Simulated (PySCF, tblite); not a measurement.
**C6H11B: geometry, infrared bands and NMR shifts**

Wanted: the infrared bands and NMR shifts of C6H11B (`B/C(=C\C)CC=C`), by calculation.

The runs use tblite 0.8.0 and PySCF 2.14.0, with density-fitted response routines of our own; the level of theory stands in each step. All values are computed, except where a source is named. Atoms are numbered from 0 throughout.

### 1 Starting geometry

18 atoms, charge 0, multiplicity 1; geometry from: force field or distance geometry start.

Bonds of the start (Å): B0–C1 1.56, C1–C2 1.33, C2–C3 1.50, C1–C4 1.48, C4–C5 1.49, C5–C6 1.35, B0–H7 1.21, B0–H8 1.19, C2–H9 1.08, C3–H10 1.09, C3–H11 1.12, C3–H12 1.11, C4–H13 1.10, C4–H14 1.13, C5–H15 1.10, C6–H16 1.10, C6–H17 1.09.

### 2 Relaxing the molecule with GFN2-xTB

Job settings and geometry (Å):

```
{"job": {"kind": "relax", "xc": "GFN2-xTB", "basis": "xTB"}, "charge": 0, "multiplicity": 1}
B     -0.453300     1.400300    -1.035200
C     -0.405000    -0.083400    -0.550900
C     -1.512500    -0.640600    -0.066200
C     -2.809800     0.106600    -0.003000
C      0.835500    -0.895300    -0.572200
C      1.934000    -0.295000     0.234600
C      3.054900     0.019900    -0.454700
H     -0.549600     2.290700    -0.220400
H      0.121300     1.630900    -2.056600
H     -1.525400    -1.666100     0.285500
H     -2.614600     1.149600     0.256700
H     -3.527600    -0.405400     0.692600
H     -3.305700     0.080400    -0.994900
H      0.713900    -1.930700    -0.227200
H      1.157500    -0.919600    -1.657300
H      1.850800    -0.119300     1.316900
H      3.108200    -0.170600    -1.534800
H      3.918900     0.453800     0.045900
```

On the command line:

```sh
$ OMP_NUM_THREADS=1 python probes_run.py task.json out
```

This one command runs all jobs of the session in turn.

**Question.** This job is followed by: GFN2-xTB harmonic vibrations, gas phase; GIAO PBE0/pcSseg-1 NMR shielding, non-relativistic, gas phase. Predict these results of the whole session: strongest single infrared mode (GFN2-xTB); zero-point energy (GFN2-xTB); ¹³C shifts against TMS (PBE0/pcSseg-1); ¹H shifts against TMS (PBE0/pcSseg-1, means over atoms taken as alike); ¹¹B shifts against BF3·OEt2 (PBE0/pcSseg-1).

The runs gave:

```
                                                              quantity                                         value
                             strongest single infrared mode (GFN2-xTB)                         2663 cm⁻¹, 145 km/mol
                                          zero-point energy (GFN2-xTB)                                 93.5 kcal/mol
                                ¹³C shifts against TMS (PBE0/pcSseg-1)    168.2, 153.9, 148.6, 121.8, 53.4, 22.3 ppm
¹H shifts against TMS (PBE0/pcSseg-1, means over atoms taken as alike)  7.20, 7.13, 5.77, 5.48, 5.25, 3.07, 2.33 ppm
                           ¹¹B shifts against BF3·OEt2 (PBE0/pcSseg-1)                                      69.1 ppm
```

Over 151 steps the energy fell by 0.542 eV; of the close pairs, B0–H7 changed most, 1.211 to 1.169 Å. All 48 modes are real, so the xTB geometry is a minimum. The strongest single mode, at 2663 cm⁻¹, moves mainly H7 and H8. Unscaled tight-binding wavenumbers are off by several per cent, some by more. Its intensities can rank the bands wrongly. At PBE0/pcSseg-1: The widest tensor belongs to C1: span 250 ppm, with a paramagnetic part of -226 ppm.
